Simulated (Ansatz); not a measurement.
# C2H2ClFSn: up Jacob's ladder to CCSD(T)

An exercise on one series of results from a longer session: the logs are not shown, and one member is left open.

The runs use Ansatz 0.2.0, Gaussian basis; functionals in def2-TZVPP, the program's frozen cores in correlated methods.

Plan: LDA (SPW92), PBE-D4, revPBE-D4, BLYP-D4, r2SCAN-D4, B97M-V, PBE0-D4, B3LYP-D4, r2SCANh-D4, r2SCAN0-D4, HSE06-D4, BHLYP-D4, CAM-B3LYP-D4, LC-ωPBE, ωB97X-V, ωB97M-V, B2PLYP, PBE-QIDH; CCSD(T)/def2-SVP; CCSD(T)/def2-TZVPP; MP2/def2-QZVPP; extrapolation to the limit; RPA on PBE.

## The relaxed structure

The geometry comes from an earlier relaxation with PBE0-D4 in a triple-zeta def2 set; it is a stationary point, not always the lowest conformer. Sn takes the def2 core potential; no spin-orbit term is included.

7 atoms, charge 0, spin multiplicity 1.

Atoms are counted from 1 here; the program's logs count them from 0.

Bond lengths: C1–C2 1.205 Å, C1–H6 1.067 Å, C2–Sn3 2.055 Å, Sn3–F4 1.907 Å, Sn3–Cl5 2.302 Å, Sn3–H7 1.689 Å. Angles: C2–C1–H6 179.5°, C1–C2–Sn3 178.7°, C2–Sn3–F4 106.2°, C2–Sn3–Cl5 109.1°, C2–Sn3–H7 117.4°, F4–Sn3–Cl5 105.0°, F4–Sn3–H7 107.4°, Cl5–Sn3–H7 110.9°.

The first run:

File in.yaml:

```yaml
crystal:
  periodic: [false, false, false]
  atoms:
    - {symbol: C, position_ang: [-0.652603, 0.280523, 2.050753]}
    - {symbol: C, position_ang: [-0.258662, 0.086060, 0.928924]}
    - {symbol: Sn, position_ang: [0.457476, -0.240327, -0.969616]}
    - {symbol: F, position_ang: [-0.762184, -1.450209, -1.798015]}
    - {symbol: Cl, position_ang: [0.282746, 1.706583, -2.185151]}
    - {symbol: H, position_ang: [-1.009519, 0.452645, 3.041161]}
    - {symbol: H, position_ang: [2.004044, -0.903375, -1.113856]}
basis:
  gaussian: {orbitals: def2-TZVPP}
hamiltonian: {xc: lda}
output: {orbitals: {seedname: orbitals}}
```

Started as:

```console
$ ansatz run in.yaml --threads 4 --pin off --events-out ev --progress --plain --max-ram 10444MiB
```

Steps of the session up to this table: LDA; PBE-D4 (GGA); revPBE-D4 (GGA); BLYP-D4 (GGA); r2SCAN-D4 (meta-GGA); B97M-V (meta-GGA); PBE0-D4 (hybrid); B3LYP-D4 (hybrid); r2SCANh-D4 (hybrid); r2SCAN0-D4 (hybrid); HSE06-D4 (hybrid); BHLYP-D4 (hybrid); CAM-B3LYP-D4 (range-separated); LC-ωPBE (range-separated); ωB97X-V (range-separated); ωB97M-V (range-separated); B2PLYP (double hybrid); PBE-QIDH (double hybrid).

One of the session's tables, all rows but one given; the rest of the session is left out.

It belongs to the step «Orbital energies across the functionals». 

| functional | HOMO (eV) | gap (eV) |
| --- | --- | --- |
| LDA (SPW92) | -7.90 | 5.34 |
| PBE-D4 | -7.70 | 5.44 |
| revPBE-D4 | -7.63 | 5.48 |
| BLYP-D4 | -7.52 | 5.30 |
| r2SCAN-D4 | -7.97 | 5.98 |
| B97M-V | -7.94 | 5.99 |
| PBE0-D4 | -8.96 | 7.67 |
| B3LYP-D4 | -8.69 | 7.09 |
| r2SCANh-D4 | -8.44 | 6.79 |
| r2SCAN0-D4 | -9.14 | 8.00 |
| HSE06-D4 | -8.55 | 6.89 |
| BHLYP-D4 | -10.02 | 9.69 |
| CAM-B3LYP-D4 | -10.32 | 10.05 |
| LC-ωPBE | -11.80 | 12.75 |
| ωB97X-V | -11.36 | 12.19 |
| ωB97M-V | ? | ? |

Q: Estimate the row for ωB97M-V from the others.

The run gave: HOMO (eV): -11.22; gap (eV): 11.86. In the column «HOMO (eV)» it lies between ωB97X-V (-11.36) and CAM-B3LYP-D4 (-10.32).
